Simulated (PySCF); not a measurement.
# TlI3: forces at shaken geometries

Aim: move all atoms of relaxed TlI3 at random and read energies and forces. It is a constructed species; whether it can be made isn't addressed.

Program: PySCF 2.14.0. Level of theory: r2SCAN, Tl def2-SVP with ECP60, I def2-SVP with ECP28; scalar-relativistic core potentials, no spin–orbit coupling. These are calculated values, not measurements.

3 further runs of the same task are left out: 2 for a known fault of the program, 1 set aside as unsound or not needed.

## (1) Starting geometry

4 atoms, charge 0, spin multiplicity 1.

Bond lengths: Tl1–I2 2.736 Å, Tl1–I3 2.736 Å, Tl1–I4 2.736 Å. Angles: I2–Tl1–I3 120.0°, I2–Tl1–I4 120.0°, I3–Tl1–I4 120.0°.

Geometry (Å):

```xyz
4
charge 0, multiplicity 1
Tl    0.00000    0.00000   -0.09491
I     2.73585    0.00003   -0.09349
I    -1.36795    2.36930   -0.09349
I    -1.36790   -2.36933   -0.09349
```

Formal oxidation states: Tl +3. An earlier session relaxed this geometry at r2SCAN, Tl def2-SVP with ECP60, I def2-SVP with ECP28 (singlet, point group D3h).

Its energy there is -1066.172388 Eh.

## (2) Atoms moved at random, σ = 0.03 Å

Contents of run.py (the lines that set the calculation):

```python
mol = gto.M(atom='''
Tl     0.00988    -0.02411    -0.07824
I      2.73556    -0.02771    -0.07419
I     -1.36121     2.39957    -0.12793
I     -1.38422    -2.34776    -0.09500''',
    basis={'Tl': 'def2-SVP', 'I': 'def2-SVP'},
    ecp={'Tl': 'def2-SVP', 'I': 'def2-SVP'},
    charge=0, spin=0)
mf = dft.RKS(mol, xc='R2SCAN')
mf.grids.atom_grid = (50, 194)
mf = mf.density_fit()  # fitting sets: Tl def2-universal-JKFIT, I def2-universal-JKFIT
mf.conv_tol = 1e-08; mf.max_cycle = 55
mf.kernel(dm0)  # dm0: the density of the relaxed state
```

Launch:

```
$ OMP_NUM_THREADS=2 python run.py
```

## (3) Atoms moved at random, σ = 0.1 Å

Edit run.py (the lines that set the calculation) of step 2 so:

```diff
@@ -1,6 +1,6 @@
 mol = gto.M(atom='''
-Tl     0.00988    -0.02411    -0.07824
-I      2.73556    -0.02771    -0.07419
-I     -1.36121     2.39957    -0.12793
-I     -1.38422    -2.34776    -0.09500''',
+Tl    -0.09431    -0.05283     0.03052
+I      2.80998     0.04797    -0.10415
+I     -1.30422     2.39836    -0.19395
+I     -1.41145    -2.39350    -0.10780''',
     basis={'Tl': 'def2-SVP', 'I': 'def2-SVP'},
```

## (4) Atoms moved at random, σ = 0.03 Å

Edit run.py (the lines that set the calculation) of step 3 so:

```diff
@@ -1,6 +1,6 @@
 mol = gto.M(atom='''
-Tl    -0.09431    -0.05283     0.03052
-I      2.80998     0.04797    -0.10415
-I     -1.30422     2.39836    -0.19395
-I     -1.41145    -2.39350    -0.10780''',
+Tl     0.02024    -0.02735    -0.07118
+I      2.69444    -0.02316    -0.07579
+I     -1.39035     2.39413    -0.09878
+I     -1.32433    -2.34362    -0.12963''',
     basis={'Tl': 'def2-SVP', 'I': 'def2-SVP'},
```

**Question.** What will these runs give? Wanted: for each run, σ; energy rise; harmonic estimate −½ F·u; largest force component.

The runs gave:

| σ (Å) | energy rise (eV) | harmonic estimate −½ F·u (eV) | largest force component (eV/Å) |
| --- | --- | --- | --- |
| 0.03 | 0.013 | 0.013 | 0.49 |
| 0.1 | 0.126 | 0.118 | 1.18 |
| 0.03 | 0.049 | 0.050 | 0.84 |

Every displacement raises the energy. For a harmonic well the rise equals −½ F·u; the two differ by at most 6 % here (a move with σ = 0.1 Å), from anharmonicity, the grid and the small forces left at the relaxed point. These are double-zeta-type bases without diffuse functions. Spin–orbit coupling is left out.
